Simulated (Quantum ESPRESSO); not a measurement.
# GeW (Fm-3m) in Quantum ESPRESSO: convergence with k mesh

Aim: find how far k mesh must go before the results for GeW settle, at LDA. This setting moves, with any that are tied to it; all else stays.

Program: Quantum ESPRESSO 7.5. These are calculated values, not measurements. Logs are shortened: lines on timing, memory, paths and dates and some standing lists are left out, and cuts for length are marked.

## (1) The structure

The structure is cubic, space group Fm-3m (No. 225). Conventional cell: a = 5.155 Å, b = 5.155 Å, c = 5.155 Å, α = 90.00°, β = 90.00°, γ = 90.00°. Ge (site symmetry m-3m) has 6 W at 2.58 Å as nearest neighbours. W (site symmetry m-3m) has 6 Ge at 2.58 Å as nearest neighbours.

The cell was built by a generator and needn't be a form met in nature.

## (2) With k mesh 1 × 1 × 1

pw.in

```
&CONTROL
  calculation = 'scf'
  prefix = 'pwscf'
  outdir = './tmp'
  pseudo_dir = './pseudo'
  tprnfor = .true.
  tstress = .true.
  disk_io = 'nowf'
/
&SYSTEM
  ibrav = 0
  nat = 2
  ntyp = 2
  ecutwfc = 54
  ecutrho = 324
  nbnd = 21
  occupations = 'smearing'
  smearing = 'gaussian'
  degauss = 0.00367493
/
&ELECTRONS
  conv_thr = 4d-10
  electron_maxstep = 120
  mixing_beta = 0.5
/
ATOMIC_SPECIES
Ge    72.6300 Ge.LDA_PW-JTH.UPF
W    183.8400 W.LDA_PW-JTH.UPF
CELL_PARAMETERS angstrom
   0.0000000000    2.5776100000    2.5776100000
   2.5776100000    0.0000000000    2.5776100000
   2.5776100000    2.5776100000    0.0000000000
ATOMIC_POSITIONS crystal
Ge     0.5000000000    0.5000000000    0.5000000000
W      0.0000000000    0.0000000000    0.0000000000
K_POINTS automatic
1 1 1 0 0 0
```

Potentials or basis: JTH 2.0 LDA.

Command:

```
$ OMP_NUM_THREADS=1 pw.x -in pw.in > pw.out
```

Wall time 44 s (1 thread of Arm Neoverse V1, shared host); peak memory 0.1 GiB.

The run did not converge.

## (3) With k mesh 3 × 3 × 3

pw.in: that of step 2 with these lines changed.

```diff
@@ -36,2 +36,2 @@
 K_POINTS automatic
-1 1 1 0 0 0
+3 3 3 0 0 0
```

Potentials or basis: JTH 2.0 LDA.

Command:

```
$ OMP_NUM_THREADS=1 pw.x -in pw.in > pw.out
```

pw.out:

```text
This program is part of the open-source Quantum ESPRESSO suite
     for quantum simulation of materials; please cite
         "P. Giannozzi et al., J. Phys.:Condens. Matter 21 395502 (2009);
         "P. Giannozzi et al., J. Phys.:Condens. Matter 29 465901 (2017);
         "P. Giannozzi et al., J. Chem. Phys. 152 154105 (2020);
     in publications or presentations arising from this work. More details at

     file Ge.LDA_PW-JTH.UPF: wavefunction(s)  4S 0S 4P 0P 3D 0D renormalized
     file W.LDA_PW-JTH.UPF: wavefunction(s)  5S 6S 5P 6P 5D 0D renormalized
     Message from routine setup:
     using ibrav=0 with symmetry is DISCOURAGED, use correct ibrav instead

     G-vector sticks info
     --------------------
     sticks:   dense  smooth     PW     G-vecs:    dense   smooth      PW
     Sum        1057     703    211                22659    12339    1989

     Using Slab Decomposition

     bravais-lattice index     =            0
     lattice parameter (alat)  =       6.8886  a.u.
     unit-cell volume          =     231.1417 (a.u.)^3
     number of atoms/cell      =            2
     number of atomic types    =            2
     number of electrons       =        28.00
     number of Kohn-Sham states=           21
     kinetic-energy cutoff     =      54.0000  Ry
     charge density cutoff     =     324.0000  Ry
     scf convergence threshold =      4.0E-10
     mixing beta               =       0.5000
     number of iterations used =            8  plain     mixing
     Exchange-correlation= SLA PW NOGX NOGC
                           (   1   4   0   0   0   0   0)

     celldm(1)=   6.888602  celldm(2)=   0.000000  celldm(3)=   0.000000
     celldm(4)=   0.000000  celldm(5)=   0.000000  celldm(6)=   0.000000

     crystal axes: (cart. coord. in units of alat)
               a(1) = (   0.000000   0.707107   0.707107 )
               a(2) = (   0.707107   0.000000   0.707107 )
               a(3) = (   0.707107   0.707107   0.000000 )

     reciprocal axes: (cart. coord. in units 2 pi/alat)
               b(1) = ( -0.707107  0.707107  0.707107 )
               b(2) = (  0.707107 -0.707107  0.707107 )
               b(3) = (  0.707107  0.707107 -0.707107 )

     PseudoPot. # 1 for Ge read from file:
     Ge.LDA_PW-JTH.UPF
     Pseudo is Projector augmented-wave + core cor, Zval = 14.0
     Generated using ATOMPAW code
     Shape of augmentation charge: SINC**2
     Using radial grid of 1054 points,  6 beta functions with:
                l(1) =   0
                l(2) =   0
                l(3) =   1
                l(4) =   1
                l(5) =   2
                l(6) =   2
     Q(r) pseudized with 0 coefficients

     PseudoPot. # 2 for W  read from file:
     W.LDA_PW-JTH.UPF
     Pseudo is Projector augmented-wave + core cor, Zval = 14.0
     Generated using ATOMPAW code
     Shape of augmentation charge: BESSEL
     Using radial grid of 1121 points,  6 beta functions with:
                l(1) =   0
                l(2) =   0
                l(3) =   1
                l(4) =   1
                l(5) =   2
                l(6) =   2
     Q(r) pseudized with 0 coefficients

     atomic species   valence    mass     pseudopotential
     Ge               14.00    72.63000     Ge( 1.00)
     W                14.00   183.84000     W ( 1.00)

     48 Sym. Ops., with inversion, found

   Cartesian axes

     site n.     atom                  positions (alat units)
         1        Ge     tau(   1) = (   0.7071068   0.7071068   0.7071068  )
         2        W      tau(   2) = (   0.0000000   0.0000000   0.0000000  )

     number of k points=     4  Gaussian smearing, width (Ry)=  0.0037
                       cart. coord. in units 2pi/alat
        k(    1) = (   0.0000000   0.0000000   0.0000000), wk =   0.0740741
        k(    2) = (   0.2357023   0.2357023  -0.2357023), wk =   0.5925926
        k(    3) = (   0.4714045   0.0000000  -0.0000000), wk =   0.4444444
        k(    4) = (  -0.0000000  -0.4714045   0.4714045), wk =   0.8888889

     Dense  grid:    22659 G-vectors     FFT dimensions: (  40,  40,  40)

     Smooth grid:    12339 G-vectors     FFT dimensions: (  36,  36,  36)

     Check: negative core charge=   -0.000001

     Initial potential from superposition of free atoms

     starting charge      27.9989, renormalised to      28.0000
     Starting wfcs are   36 randomized atomic wfcs

     Self-consistent Calculation

     iteration #  1     ecut=    54.00 Ry     beta= 0.50
     Davidson diagonalization with overlap
     ethr =  1.00E-02,  avg # of iterations =  3.8

     Threshold (ethr) on eigenvalues was too large:
     Diagonalizing with lowered threshold

     Davidson diagonalization with overlap
     ethr =  1.15E-04,  avg # of iterations =  4.8

     total energy              =   -1051.12246987 Ry
     estimated scf accuracy    <       0.03480934 Ry

     iteration #  2     ecut=    54.00 Ry     beta= 0.50
     Davidson diagonalization with overlap
     ethr =  1.24E-04,  avg # of iterations =  2.0

     total energy              =   -1051.12758531 Ry
     estimated scf accuracy    <       0.00452158 Ry

     iteration #  3     ecut=    54.00 Ry     beta= 0.50
     Davidson diagonalization with overlap
     ethr =  1.61E-05,  avg # of iterations =  4.0

     total energy              =   -1051.12851564 Ry
     estimated scf accuracy    <       0.00111666 Ry

     iteration #  4     ecut=    54.00 Ry     beta= 0.50
     Davidson diagonalization with overlap
     ethr =  3.99E-06,  avg # of iterations =  1.5

     total energy              =   -1051.12866066 Ry
     estimated scf accuracy    <       0.00002711 Ry

     iteration #  5     ecut=    54.00 Ry     beta= 0.50
     Davidson diagonalization with overlap
     ethr =  9.68E-08,  avg # of iterations =  4.0

     total energy              =   -1051.12867461 Ry
     estimated scf accuracy    <       0.00000276 Ry

     iteration #  6     ecut=    54.00 Ry     beta= 0.50
     Davidson diagonalization with overlap
     ethr =  9.86E-09,  avg # of iterations =  2.2

     total energy              =   -1051.12867494 Ry
     estimated scf accuracy    <       0.00000003 Ry

     iteration #  7     ecut=    54.00 Ry     beta= 0.50
     Davidson diagonalization with overlap
     ethr =  1.20E-10,  avg # of iterations =  4.5

     total energy              =   -1051.12867498 Ry
     estimated scf accuracy    <       0.00000001 Ry

     iteration #  8     ecut=    54.00 Ry     beta= 0.50
     Davidson diagonalization with overlap
     ethr =  5.32E-11,  avg # of iterations =  1.5

     total energy              =   -1051.12867498 Ry
     estimated scf accuracy    <          1.1E-09 Ry

     iteration #  9     ecut=    54.00 Ry     beta= 0.50
     Davidson diagonalization with overlap
     ethr =  3.82E-12,  avg # of iterations =  3.2

     End of self-consistent calculation

          k = 0.0000 0.0000 0.0000 (  1471 PWs)   bands (ev):

   -57.3331 -21.4891 -21.4891 -21.4891  -7.3563  -7.3563  -7.2940  -7.2940
    -7.2940   4.8321  15.5719  15.5719  15.5719  16.3225  16.3225  19.5768
    19.5768  19.5768  24.5303  25.5543  32.6834

          k = 0.2357 0.2357-0.2357 (  1540 PWs)   bands (ev):

   -57.3307 -21.5657 -21.5027 -21.5027  -7.3286  -7.3286  -7.2868  -7.2819
    -7.2819   6.8585  12.1599  13.8815  13.8815  17.0246  17.0246  18.1550
    23.4263  23.9475  23.9475  27.0297  27.0297

          k = 0.4714 0.0000-0.0000 (  1552 PWs)   bands (ev):

   -57.3299 -21.5605 -21.5171 -21.5171  -7.3476  -7.3379  -7.3020  -7.2733
    -7.2733   6.9280  12.4395  14.1930  15.9207  15.9207  17.0174  19.5924
    19.5924  21.4262  22.3344  28.5237  30.1140

          k =-0.0000-0.4714 0.4714 (  1550 PWs)   bands (ev):

   -57.3291 -21.5585 -21.5540 -21.5166  -7.3427  -7.3240  -7.2876  -7.2768
    -7.2737   8.1231  11.7770  13.1085  14.1208  16.8316  17.5734  19.2982
    19.3327  22.0826  24.5268  28.2280  28.5990

     the Fermi energy is    17.0058 ev

!    total energy              =   -1051.12867499 Ry
     total all-electron energy =     -1051.128675 Ry
     estimated scf accuracy    <          5.4E-11 Ry
     smearing contrib. (-TS)   =      -0.00150444 Ry
     internal energy E=F+TS    =   -1051.12717054 Ry

     The total energy is F=E-TS. E is the sum of the following terms:
     one-electron contribution =    -136.81605149 Ry
     hartree contribution      =      56.88453055 Ry
     xc contribution           =     -45.64290082 Ry
     ewald contribution        =    -228.33624999 Ry
     one-center paw contrib.   =    -697.21649879 Ry

     convergence has been achieved in   9 iterations

     Forces acting on atoms (cartesian axes, Ry/au):

     atom    1 type  1   force =    -0.00000000   -0.00000000   -0.00000000
     atom    2 type  2   force =     0.00000000    0.00000000    0.00000000

     Total force =     0.000000     Total SCF correction =     0.000000

     Computing stress (Cartesian axis) and pressure

          total   stress  (Ry/bohr**3)                   (kbar)     P=      -62.51
  -0.00042497   0.00000000   0.00000000          -62.51        0.00        0.00
   0.00000000  -0.00042497  -0.00000000            0.00      -62.51       -0.00
  -0.00000000  -0.00000000  -0.00042497           -0.00       -0.00      -62.51

=------------------------------------------------------------------------------=
   JOB DONE.
=------------------------------------------------------------------------------=
```

It took 7.5 s on 1 thread of Arm Neoverse V1, shared host; peak memory 0.11 GiB.

Results:

```yaml
Free_energy: -14301.3342 eV
Pressure: -6.3 GPa
Band_gap_on_the_k_mesh: none (metal or under the smearing width)
```

## (4) With k mesh 4 × 4 × 4

pw.in: that of step 3 with these lines changed.

```diff
@@ -36,2 +36,2 @@
 K_POINTS automatic
-3 3 3 0 0 0
+4 4 4 0 0 0
```

Command:

```
$ OMP_NUM_THREADS=1 pw.x -in pw.in > pw.out
```

Run time: 12 s. Hardware: 1 thread of Arm Neoverse V1, shared host; peak memory 0.11 GiB.

What came out:

```
Free energy            : -14301.6603 eV
Pressure               : -9.5 GPa
Band gap on the k mesh : none (metal or under the smearing width)
```

## (5) With k mesh 5 × 5 × 5

pw.in: that of step 4 with these lines changed.

```diff
@@ -36,2 +36,2 @@
 K_POINTS automatic
-4 4 4 0 0 0
+5 5 5 0 0 0
```

Command:

```
$ OMP_NUM_THREADS=1 pw.x -in pw.in > pw.out
```

Run time: 11 s. Hardware: 1 thread of Arm Neoverse V1, shared host; peak memory 0.11 GiB.

Results:

```yaml
Free_energy: -14301.5534 eV
Pressure: -9.0 GPa
Band_gap_on_the_k_mesh: none (metal or under the smearing width)
```

## (6) With k mesh 7 × 7 × 7

pw.in: that of step 5 with these lines changed.

```diff
@@ -36,2 +36,2 @@
 K_POINTS automatic
-5 5 5 0 0 0
+7 7 7 0 0 0
```

Potentials or basis: JTH 2.0 LDA.

Command:

```
$ OMP_NUM_THREADS=1 pw.x -in pw.in > pw.out
```

Wall time 17 s (1 thread of Arm Neoverse V1, shared host); peak memory 0.11 GiB.

The run converged. Its results:

```
Free energy            : -14301.6132 eV
Pressure               : -9.3 GPa
Band gap on the k mesh : none (metal or under the smearing width)
```

## (7) With k mesh 8 × 8 × 8

pw.in: that of step 6 with these lines changed.

```diff
@@ -36,2 +36,2 @@
 K_POINTS automatic
-7 7 7 0 0 0
+8 8 8 0 0 0
```

Command:

```
$ OMP_NUM_THREADS=1 pw.x -in pw.in > pw.out
```

It took 22 s on 1 thread of Arm Neoverse V1, shared host; peak memory 0.11 GiB.

It converged, with:

```
Free energy            : -14301.5893 eV
Pressure               : -9.0 GPa
Band gap on the k mesh : none (metal or under the smearing width)
```

## (8) With k mesh 9 × 9 × 9

pw.in: that of step 7 with these lines changed.

```diff
@@ -36,2 +36,2 @@
 K_POINTS automatic
-8 8 8 0 0 0
+9 9 9 0 0 0
```

Command:

```
$ OMP_NUM_THREADS=1 pw.x -in pw.in > pw.out
```

Wall time 26 s (1 thread of Arm Neoverse V1, shared host); peak memory 0.12 GiB.

The run converged. Its results:

```
Free energy            : -14301.6009 eV
Pressure               : -9.1 GPa
Band gap on the k mesh : none (metal or under the smearing width)
```

## (9) With k mesh 11 × 11 × 11

pw.in: that of step 8 with these lines changed.

```diff
@@ -36,2 +36,2 @@
 K_POINTS automatic
-9 9 9 0 0 0
+11 11 11 0 0 0
```

Potentials or basis: JTH 2.0 LDA.

Command:

```
$ OMP_NUM_THREADS=1 pw.x -in pw.in > pw.out
```

It took 39 s on 1 thread of Arm Neoverse V1, shared host; peak memory 0.13 GiB.

Results (log left out):

* Free energy: -14301.6055 eV
* Pressure: -9.2 GPa
* Band gap on the k mesh: none (metal or under the smearing width)

## (10) With k mesh 13 × 13 × 13

pw.in: that of step 9 with these lines changed.

```diff
@@ -36,2 +36,2 @@
 K_POINTS automatic
-11 11 11 0 0 0
+13 13 13 0 0 0
```

Command:

```
$ OMP_NUM_THREADS=1 pw.x -in pw.in > pw.out
```

It took 56 s on 1 thread of Arm Neoverse V1, shared host; peak memory 0.14 GiB.

It converged, with:

| Property | Result |
| --- | --- |
| Free energy | -14301.6135 eV |
| Pressure | -9.2 GPa |
| Band gap on the k mesh | none (metal or under the smearing width) |

## (11) The series at a glance

```tsv
k mesh	energy less the tightest run, at zero smearing (meV/atom)	pressure (GPa)	SCF cycles	CPU time (s)	peak memory (GiB)
1 × 1 × 1	not converged	-	-	-	-
3 × 3 × 3	144.15	-6.25	9	7.5	0.11
4 × 4 × 4	-22.49	-9.47	12	12	0.11
5 × 5 × 5	30.76	-8.97	8	11	0.11
7 × 7 × 7	1.32	-9.29	8	17	0.11
8 × 8 × 8	12.71	-8.99	8	22	0.11
9 × 9 × 9	6.79	-9.10	8	26	0.12
11 × 11 × 11	4.75	-9.20	8	39	0.13
13 × 13 × 13	0.00	-9.25	8	56	0.14
```

Against the tightest run, the pressure stays within 0.1 GPa from 11 × 11 × 11 on. Not settled before the last step: the energy (to 1 meV/atom). Meshes of other sizes hit other points, so gaps and Fermi surfaces needn't settle smoothly. The tightest run that finished is the yardstick and may itself not be fully converged.
